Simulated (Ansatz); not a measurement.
# GeH₂OS: functionals against CCSD(T) at one geometry

Aim: energy, forces and dipole at a structure displaced at random from a GFN2-xTB minimum, from CCSD(T) and from density functionals.

Computed with Ansatz 0.2.0, Gaussian basis. Level: single points in def2-TZVPP.

Correlated methods freeze the cores. Filled d shells of the heavier atoms are correlated.

## Step 1: The system as given

SMILES `[O]1[S][GeH2]1`, 5 atoms, charge 0, spin multiplicity 1.

Atoms are counted from 1 here; the program's logs count them from 0.

Bond lengths: O1–S2 1.853 Å, O1–Ge3 1.781 Å, S2–Ge3 2.148 Å, Ge3–H4 1.541 Å, Ge3–H5 1.631 Å. Angles: S2–O1–Ge3 72.4°, O1–S2–Ge3 52.2°, O1–Ge3–S2 55.3°, O1–Ge3–H4 109.4°, O1–Ge3–H5 106.3°, S2–Ge3–H4 123.4°, S2–Ge3–H5 115.5°, H4–Ge3–H5 121.0°.

As a file:

```xyz
5
charge 0, multiplicity 1
O    -0.20890   -0.38400    1.29520
S     1.40840   -0.97450    0.60990
Ge   -0.11610    0.15260   -0.40070
H    -1.25770   -0.49750   -1.20530
H     0.06580    1.77270   -0.36000
```

## Step 2: CCSD(T)/def2-TZVPP

run/in.yaml

```yaml
crystal:
  periodic: [false, false, false]
  atoms:
    - {symbol: O, position_ang: [-0.208900, -0.384000, 1.295200]}
    - {symbol: S, position_ang: [1.408400, -0.974500, 0.609900]}
    - {symbol: Ge, position_ang: [-0.116100, 0.152600, -0.400700]}
    - {symbol: H, position_ang: [-1.257700, -0.497500, -1.205300]}
    - {symbol: H, position_ang: [0.065800, 1.772700, -0.360000]}
basis:
  gaussian: {orbitals: def2-TZVPP}
correlation: {method: ccsd_t}
output: {forces: true}
```

The command line of these runs was not kept.

## Step 3: PBE0-D4/def2-TZVPP

Changes to run/in.yaml since step 2:

```diff
@@ -10,3 +10,3 @@
   gaussian: {orbitals: def2-TZVPP}
-correlation: {method: ccsd_t}
-output: {forces: true}
+hamiltonian: {xc: pbe0, dispersion: d4}
+output: {forces: true, orbitals: {seedname: orbitals}}
```

## Step 4: wB97M-V/def2-TZVPP

Changes to run/in.yaml since step 3:

```diff
@@ -10,3 +10,3 @@
   gaussian: {orbitals: def2-TZVPP}
-hamiltonian: {xc: pbe0, dispersion: d4}
-output: {forces: true, orbitals: {seedname: orbitals}}
+hamiltonian: {xc: {name: wB97M-V}}
+output: {forces: true}
```

## Step 5: r2SCAN-D4/def2-TZVPP

Changes to run/in.yaml since step 4:

```diff
@@ -10,3 +10,3 @@
   gaussian: {orbitals: def2-TZVPP}
-hamiltonian: {xc: {name: wB97M-V}}
+hamiltonian: {xc: r2scan, dispersion: d4}
 output: {forces: true}
```

## Step 6: PBE-D4/def2-TZVPP

Changes to run/in.yaml since step 5:

```diff
@@ -10,3 +10,3 @@
   gaussian: {orbitals: def2-TZVPP}
-hamiltonian: {xc: r2scan, dispersion: d4}
+hamiltonian: {xc: pbe, dispersion: d4}
 output: {forces: true}
```

## Step 7: SPW92/def2-TZVPP

Changes to run/in.yaml since step 6:

```diff
@@ -10,3 +10,3 @@
   gaussian: {orbitals: def2-TZVPP}
-hamiltonian: {xc: pbe, dispersion: d4}
+hamiltonian: {xc: lda}
 output: {forces: true}
```

## Step 8: wB97X-V/def2-TZVPP

Changes to run/in.yaml since step 7:

```diff
@@ -10,3 +10,3 @@
   gaussian: {orbitals: def2-TZVPP}
-hamiltonian: {xc: lda}
+hamiltonian: {xc: {name: wB97X-V}}
 output: {forces: true}
```

(Steps that only read results are left out.)

What does the calculation give? Wanted: energy less free atoms, CCSD(T)/def2-TZVPP; RMS force component; RMS force error; HOMO and LUMO, PBE0-D4; T1 diagnostic.

The runs gave:

```
                                  quantity                                                                                         value
energy less free atoms, CCSD(T)/def2-TZVPP                                                                                -1269.5 kJ/mol
                       RMS force component                                                          0.727 to 0.828 eV/Å over the methods
                           RMS force error  PBE0-D4 0.261, wB97M-V 0.242, r2SCAN-D4 0.136, PBE-D4 0.214, SPW92 0.264, wB97X-V 0.316 eV/Å
                    HOMO and LUMO, PBE0-D4                                                                            -6.74 and -2.01 eV
                             T1 diagnostic                                                                                         0.016
```

In words: Against CCSD(T) the functionals' energies less atoms differ by -338.2 to -21.1 kJ/mol, PBE-D4 by -92.7 kJ/mol. A larger basis would deepen the CCSD(T) value, while the functionals are nearly converged already, so the order here is not reliable. On forces the order runs from r2SCAN-D4 to wB97X-V. Frozen-core CCSD(T) forces in triple zeta carry basis errors of their own, and this is one geometry, so small gaps rank nothing.
